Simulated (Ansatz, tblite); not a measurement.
**The cluster Zr3H2O7: isomers from a random search**

One table from this session's results is given with a row withheld; the runs are named, their logs left out.

Computed with Ansatz 0.2.0, Gaussian basis. Level: relaxed with PBE0-D4/def2-SVP, singlet.

5 further runs of the same task are left out: 1 that didn't finish, 4 set aside as unsound or not needed. Runs told in other sessions of the task aren't counted.

## The system as given

12 atoms, charge 0, spin multiplicity 1.

Atoms are counted from 1 here; the program's logs count them from 0.

Bond lengths: Zr1–O4 2.166 Å, Zr1–O5 2.517 Å, Zr1–O7 2.211 Å, Zr1–O8 2.004 Å, Zr1–O10 1.754 Å, Zr2–O4 2.104 Å, Zr2–O5 2.130 Å, Zr2–O6 1.932 Å, Zr2–O7 2.066 Å, Zr2–H12 1.811 Å, Zr3–O5 2.028 Å, Zr3–O6 1.975 Å, Zr3–O8 1.895 Å, Zr3–O9 1.883 Å, O9–H11 0.964 Å. Angles: O4–Zr1–O5 71.2°, O4–Zr1–O7 40.1°, O4–Zr1–O8 126.9°, O4–Zr1–O10 115.2°, O5–Zr1–O7 82.3°, O5–Zr1–O8 74.6°, O5–Zr1–O10 136.5°, O7–Zr1–O8 96.5°, O7–Zr1–O10 132.0°, O8–Zr1–O10 117.6°, O4–Zr2–O5 80.8°, O4–Zr2–O6 129.4°, O4–Zr2–O7 42.1°, O4–Zr2–H12 113.5°, O5–Zr2–O6 80.1°, O5–Zr2–O7 96.0°, O5–Zr2–H12 123.5°, O6–Zr2–O7 94.4° and more.

As a file:

```mol
H2O7Zr3
  3D, bonds by distance, orders not assigned

 12 16  0  0  0  0  0  0  0  0999 V2000
   -1.6895    0.2070   -1.0257 Zr  0  0
    1.2469    1.3248   -0.5867 Zr  0  0
    0.2366   -0.9331    1.1774 Zr  0  0
   -0.3086    1.5764   -1.9802 O   0  0
    0.6446   -0.7070   -0.7968 O   0  0
    1.1547    0.8126    1.2736 O   0  0
   -0.6591    2.1220   -0.6282 O   0  0
   -1.5791   -0.5040    0.8442 O   0  0
    0.7486   -2.4633    2.1480 O   0  0
   -3.1219   -0.1831   -1.9600 O   0  0
    0.4837   -3.2103    2.6975 H   0  0
    2.8430    1.9581   -1.1633 H   0  0
  1  4  8  0
  1  5  8  0
  1  7  8  0
  1  8  8  0
  1 10  8  0
  2  4  8  0
  2  5  8  0
  2  6  8  0
  2  7  8  0
  2 12  8  0
  3  5  8  0
  3  6  8  0
  3  8  8  0
  3  9  8  0
  4  7  8  0
  9 11  8  0
M  END
```

Zr takes a core potential in the def2 sets. No spin-orbit coupling is included.

A search from random starts with GFN2-xTB found 21 distinct shapes; 3 go on here. The structure above is candidate A, which lies 0.00 eV above the lowest at that level; B lies 0.06 eV above the lowest at that level; C lies 0.72 eV above the lowest at that level.

The first run:

File in.yaml:

```yaml
crystal:
  periodic: [false, false, false]
  atoms:
    - {symbol: Zr, position_ang: [-1.689470, 0.207000, -1.025680]}
    - {symbol: Zr, position_ang: [1.246940, 1.324800, -0.586660]}
    - {symbol: Zr, position_ang: [0.236630, -0.933070, 1.177370]}
    - {symbol: O, position_ang: [-0.308560, 1.576360, -1.980170]}
    - {symbol: O, position_ang: [0.644620, -0.707020, -0.796760]}
    - {symbol: O, position_ang: [1.154700, 0.812640, 1.273600]}
    - {symbol: O, position_ang: [-0.659130, 2.121950, -0.628160]}
    - {symbol: O, position_ang: [-1.579140, -0.503990, 0.844170]}
    - {symbol: O, position_ang: [0.748600, -2.463300, 2.148030]}
    - {symbol: O, position_ang: [-3.121860, -0.183110, -1.959950]}
    - {symbol: H, position_ang: [0.483720, -3.210320, 2.697500]}
    - {symbol: H, position_ang: [2.842960, 1.958070, -1.163310]}
basis:
  gaussian: {orbitals: def2-SVP}
hamiltonian: {xc: pbe0, dispersion: d4}
scf: {lower_state_search: "off"}
output: {orbitals: {seedname: orbitals}}
relax: {f_tol: 0.02, max_steps: 100}
```

Run with:

```bash
$ ansatz run in.yaml --threads 4 --pin off --events-out ev --progress --plain --max-ram 4787MiB
```

Among the steps run: Relaxing candidate A; Relaxing candidate B; Relaxing candidate C; Candidate A, PBE0-D4/def2-TZVP; Candidate A, PBE-D4/def2-TZVP; Candidate A, r2SCAN-D4/def2-TZVP; Candidate A, B97M-V/def2-TZVP; Candidate A, B2PLYP/def2-TZVP; Candidate A, MP2/def2-TZVP; Candidate C, PBE0-D4/def2-TZVP; Candidate C, PBE-D4/def2-TZVP; Candidate C, r2SCAN-D4/def2-TZVP; Candidate C, B97M-V/def2-TZVP; Candidate C, B2PLYP/def2-TZVP; Candidate C, MP2/def2-TZVP.

One table of the session follows, with a row left open; its other results are not shown here.

It belongs to the step «C against B». 

```
              level  C above B (kJ/mol)
           GFN1-xTB              +274.6
           GFN2-xTB               +63.9
       HF/def2-TZVP              +487.1
   PBE-D4/def2-TZVP              +443.6
r2SCAN-D4/def2-TZVP              +451.7
   B97M-V/def2-TZVP              +432.8
  PBE0-D4/def2-TZVP                   ?
   B2PLYP/def2-TZVP              +472.6
      MP2/def2-TZVP              +487.0
```

Q: Estimate the row for PBE0-D4/def2-TZVP from the others.

**Answer.** C above B (kJ/mol): +458.6. In the column «C above B (kJ/mol)» it lies between r2SCAN-D4/def2-TZVP (+451.7) and B2PLYP/def2-TZVP (+472.6).

Caveats from the session: The search was small, so a lower isomer may exist. Only singlets are compared; another spin may lie lower and prefer another shape.
